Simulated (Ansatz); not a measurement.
# Cl3GaH3P: one species, many methods

Aim: compute Cl3GaH3P with functionals from several rungs and with coupled cluster, and see how far each lands from CCSD(T) at the basis-set limit for the atomisation energy.

The runs use Ansatz 0.2.0, Gaussian basis; functionals in def2-TZVPP, the program's frozen cores in correlated methods.

Levels to be run: LDA (SPW92), PBE-D4, revPBE-D4, BLYP-D4, r2SCAN-D4, B97M-V, PBE0-D4, B3LYP-D4, r2SCANh-D4, r2SCAN0-D4, HSE06-D4, BHLYP-D4, CAM-B3LYP-D4, LC-ωPBE, ωB97X-V, ωB97M-V, B2PLYP, PBE-QIDH; CCSD(T)/def2-SVP; CCSD(T)/def2-TZVPP; MP2/def2-QZVPP; extrapolation to the limit; RPA on PBE.

### Step 1. Structure used throughout

All runs share one geometry, relaxed beforehand with PBE0-D4 in a triple-zeta def2 set.

SMILES `[PH3+][Ga-]([Cl])([Cl])[Cl]`, 8 atoms, charge 0, spin multiplicity 1.

Atoms are counted from 1 here; the program's logs count them from 0.

Bond lengths: P1–Ga2 2.487 Å, P1–H6 1.407 Å, P1–H7 1.407 Å, P1–H8 1.407 Å, Ga2–Cl3 2.153 Å, Ga2–Cl4 2.153 Å, Ga2–Cl5 2.153 Å. Angles: Ga2–P1–H6 117.3°, Ga2–P1–H7 117.1°, Ga2–P1–H8 117.1°, H6–P1–H7 100.8°, H6–P1–H8 100.8°, H7–P1–H8 100.8°, P1–Ga2–Cl3 100.2°, P1–Ga2–Cl4 100.2°, P1–Ga2–Cl5 100.2°, Cl3–Ga2–Cl4 117.0°, Cl3–Ga2–Cl5 116.9°, Cl4–Ga2–Cl5 116.9°.

### Step 2. LDA

This LDA is Slater exchange with PW92 correlation.

Contents of in.yaml:

```yaml
crystal:
  periodic: [false, false, false]
  atoms:
    - {symbol: P, position_ang: [-1.022878, -0.126699, 0.469815]}
    - {symbol: Ga, position_ang: [1.222770, 0.133670, -0.565687]}
    - {symbol: Cl, position_ang: [2.062933, -1.803559, -0.144045]}
    - {symbol: Cl, position_ang: [0.659461, 0.530058, -2.605633]}
    - {symbol: Cl, position_ang: [1.978318, 1.794241, 0.577821]}
    - {symbol: H, position_ang: [-1.882269, 0.986420, 0.432892]}
    - {symbol: H, position_ang: [-1.065148, -0.446783, 1.838995]}
    - {symbol: H, position_ang: [-1.861086, -1.124450, -0.060057]}
basis:
  gaussian: {orbitals: def2-TZVPP}
hamiltonian: {xc: lda}
output: {orbitals: {seedname: orbitals}}
```

Further steps of the session: PBE-D4 (GGA); revPBE-D4 (GGA); BLYP-D4 (GGA); r2SCAN-D4 (meta-GGA); B97M-V (meta-GGA); PBE0-D4 (hybrid); B3LYP-D4 (hybrid); r2SCANh-D4 (hybrid); r2SCAN0-D4 (hybrid); HSE06-D4 (hybrid); BHLYP-D4 (hybrid); CAM-B3LYP-D4 (range-separated); LC-ωPBE-D4 (range-separated); ωB97X-V (range-separated); ωB97M-V (range-separated); B2PLYP (double hybrid); PBE-QIDH (double hybrid); CCSD(T) in def2-SVP; CCSD(T) in def2-TZVPP; MP2 in def2-QZVPP; RPA on PBE orbitals.

Before running them: what should the planned runs give, taken together? Wanted: atomisation energy, CCSD(T)/CBS; farthest beyond LDA; mean size of error, GGA; mean size of error, meta-GGA; mean size of error, hybrid; mean size of error, range-separated; mean size of error, double hybrid; gap, smallest and largest; T1 diagnostic.

As calculated:

| quantity | value |
| --- | --- |
| atomisation energy, CCSD(T)/CBS | 22.770 eV |
| functionals within 0.228 eV (1.0 %) | PBE-D4, r2SCAN-D4, PBE0-D4, r2SCANh-D4, r2SCAN0-D4, HSE06-D4, ωB97M-V, PBE-QIDH |
| farthest beyond LDA | BLYP-D4 (-0.655 eV) |
| mean size of error, GGA | 0.413 eV |
| mean size of error, meta-GGA | 0.213 eV |
| mean size of error, hybrid | 0.232 eV |
| mean size of error, range-separated | 0.279 eV |
| mean size of error, double hybrid | 0.343 eV |
| gap, smallest and largest | 5.24 eV (LDA (SPW92)), 12.81 eV (LC-ωPBE) |
| T1 diagnostic | 0.0110 |
| triples share of the correlation energy | 4.1 % |

The LDA atomisation energy is off by 3.031 eV (13 %): it overbinds. PBE-D4 is off by -0.025 eV. Double hybrids carry the basis error of their MP2 part in triple zeta, and no dispersion term here, so their miss is partly the set-up's. By mean error the best rung here is meta-GGA (0.213 eV) and the worst beyond LDA is GGA (0.413 eV). The gap between the best rungs is small, so their order is not settled. The reference freezes the cores and leaves out relativity and excitations past (T), and its outer-core shells are covered unevenly, so misses under about 0.228 eV can't be ranked. Hartree-Fock recovers 73 % of the binding; the rest is correlation. CCSD(T) in def2-SVP is off by -1.853 eV, which most functionals beat. The gap grows from 5.2 to 12.8 eV across the functionals, mostly with the share of exact exchange. Correlated methods include outer-core shells of Ga, which these sets cover unevenly.
